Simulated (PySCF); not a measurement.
# A diatomic session: BiCl+

The task here is to estimate one member of a computed series from the others.

Computed with PySCF 2.14.0. Level: Bi cc-pVDZ-PP with ECP60, Cl cc-pV(D+d)Z, scalar-relativistic core potentials.

The first run:

A driver script around PySCF takes these settings:

- atoms: Bi, Cl
- charge: 1
- basis: Bi cc-pVDZ-PP with ECP60, Cl cc-pV(D+d)Z
- Hamiltonian: scalar-relativistic core potentials
- basis functions: 46
- electrons treated: 39
- masses in u: 208.9804, 34.9689
- levels: PBE0, PBE, r²SCAN, M06-2X, TPSSh, PW91, HF, MP2, SCS-MP2, CCSD, CCSD(T)
- grid: 80 radial by 434 angular points
- occupations: held fixed by the projection of orbital angular momentum
- dissociation limit: Bi+ + Cl, each in its ground configuration
- starting distance in angstrom: 2.530
- values of 2S to try: 1, 3

Steps of the session up to this table: The job; First curve: PBE0; Excited determinants; PBE (GGA); r²SCAN (meta-GGA); M06-2X (hybrid meta-GGA); TPSSh (hybrid meta-GGA); PW91 (GGA); UHF; Adding correlation.

One of the session's tables, all rows but one given; the rest of the session is left out.

It belongs to the step «The curves together». Energy (eV) from each level's lowest point:

| R (Å) | UHF | UHF-MP2 | UHF-SCS-MP2 | UHF-CCSD | UHF-CCSD(T) |
| --- | --- | --- | --- | --- | --- |
| 2.039 | 1.524 | 1.526 | 1.563 | n/a | n/a |
| 2.134 | 0.664 | 0.665 | 0.692 | 0.703 | 0.733 |
| 2.229 | 0.202 | 0.202 | 0.217 | 0.225 | 0.244 |
| 2.300 | ? | ? | ? | ? | ? |
| 2.371 | 0.000 | 0.000 | 0.000 | 0.000 | 0.000 |
| 2.442 | 0.047 | 0.048 | 0.040 | 0.034 | 0.024 |
| 2.537 | 0.209 | 0.213 | 0.195 | 0.177 | 0.153 |
| 2.655 | 0.511 | 0.547 | 0.516 | 0.455 | 0.415 |
| 2.798 | 0.877 | 1.269 | 1.224 | 0.857 | 0.821 |
| 2.987 | 1.154 | 1.978 | 1.904 | n/a | n/a |

Q: Estimate the row for R (Å) = 2.300 from the others.

Worked estimate for «UHF». A straight line through the neighbours (2.229, 0.202) and (2.371, 0.000) gives 0.202 + (0.000 − 0.202) × (2.300 − 2.229) / (2.371 − 2.229) = 0.101; a parabola fitted to 4 rows on both sides gives 0.036.

**Answer.** UHF: 0.042; UHF-MP2: 0.041; UHF-SCS-MP2: 0.049; UHF-CCSD: 0.054; UHF-CCSD(T): 0.064. In «UHF» the line misses by +0.059 and the parabola by -0.006.

State 2 has its PBE0 minimum 2.35 eV higher. The other levels ran on the lowest alone.
